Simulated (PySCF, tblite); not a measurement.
# C3H8OSeSi2: geometry, infrared bands and NMR shifts

Wanted: the infrared bands and NMR shifts of C3H8OSeSi2 (`C#C[Si@@](O)([SeH])C[SiH3]`), by calculation.

Computed with tblite 0.8.0 and PySCF 2.14.0, with density-fitted response routines of our own, on a single molecule in the gas phase. Atoms count from 0, in the outputs and in this text.

## (1) Starting geometry

15 atoms, charge 0, multiplicity 1; geometry from: force field or distance geometry start.

Bonds of the start (Å): C0–C1 1.22, C1–Si2 1.81, Si2–O3 1.73, Si2–Se4 2.30, Si2–C5 1.87, C5–Si6 1.87, C0–H7 1.07, O3–H8 0.98, Se4–H9 1.54, C5–H10 1.12, C5–H11 1.11, Si6–H12 1.48, Si6–H13 1.47, Si6–H14 1.47.

## (2) Geometry optimisation with GFN2-xTB

What the job is given:

```
{"job": {"kind": "relax", "xc": "GFN2-xTB", "basis": "xTB"}, "charge": 0, "multiplicity": 1}
C     -1.799200    -2.596900     1.339700
C     -1.361700    -1.541000     0.914900
Si    -0.671200     0.007400     0.282700
O     -1.063400     0.100000    -1.403500
Se    -1.701900     1.824700     1.235300
C      1.175500     0.098600     0.563700
Si     1.922800     0.571600    -1.081500
H     -2.207300    -3.513900     1.699300
H     -2.036300    -0.008500    -1.501500
H     -1.488200     3.022000     0.285000
H      1.402200     0.898900     1.313300
H      1.506300    -0.890800     0.928000
H      1.053800     0.074400    -2.167300
H      3.240000    -0.068300    -1.231500
H      2.024100     2.029600    -1.198600
```

Started as:

```
> OMP_NUM_THREADS=1 python probes_run.py task.json out
```

One launch serves the whole session: the jobs run in the order shown.

**Question.** This job is followed by: GFN2-xTB harmonic vibrations, gas phase; GIAO PBE0/pcSseg-1 NMR shielding, non-relativistic, gas phase. What will the session give for the following? strongest single infrared mode (GFN2-xTB); zero-point energy (GFN2-xTB); ¹³C shifts against TMS (PBE0/pcSseg-1); ¹H shifts against TMS (PBE0/pcSseg-1, means over atoms taken as alike); ²⁹Si shifts against TMS (PBE0/pcSseg-1); ¹⁷O shifts against H2O (PBE0/pcSseg-1); ⁷⁷Se shifts against Me2Se (PBE0/pcSseg-1).

**Answer**, as computed:

| quantity | value |
| --- | --- |
| strongest single infrared mode (GFN2-xTB) | 795 cm⁻¹, 450 km/mol |
| zero-point energy (GFN2-xTB) | 56.7 kcal/mol |
| ¹³C shifts against TMS (PBE0/pcSseg-1) | 102.8, 90.7, 0.4 ppm |
| ¹H shifts against TMS (PBE0/pcSseg-1, means over atoms taken as alike) | 4.02, 2.26, 2.18, 1.07, 0.54, 0.04 ppm |
| ²⁹Si shifts against TMS (PBE0/pcSseg-1) | -11.0, -77.5 ppm |
| ¹⁷O shifts against H2O (PBE0/pcSseg-1) | 80.1 ppm |
| ⁷⁷Se shifts against Me2Se (PBE0/pcSseg-1) | -303 ppm |

In words: The optimisation took 171 steps and gained 0.630 eV; among the close pairs (by a distance rule), Se4–H9 changed most, from 1.543 to 1.431 Å. The lowest mode is slightly imaginary (16i cm⁻¹), a soft motion within the noise of the Hessian, so the minimum is not strictly shown. The strongest single mode, at 795 cm⁻¹, moves mainly H14 and H13. GFN2-xTB is a fitted tight-binding method: band positions and strengths are rough. Its intensities can rank the bands wrongly. At PBE0/pcSseg-1: The largest span, 592 ppm, is at Se4, where the paramagnetic term is -941 ppm. Spin-orbit coupling is left out, which matters for shieldings and couplings at and beside the heavy atoms.
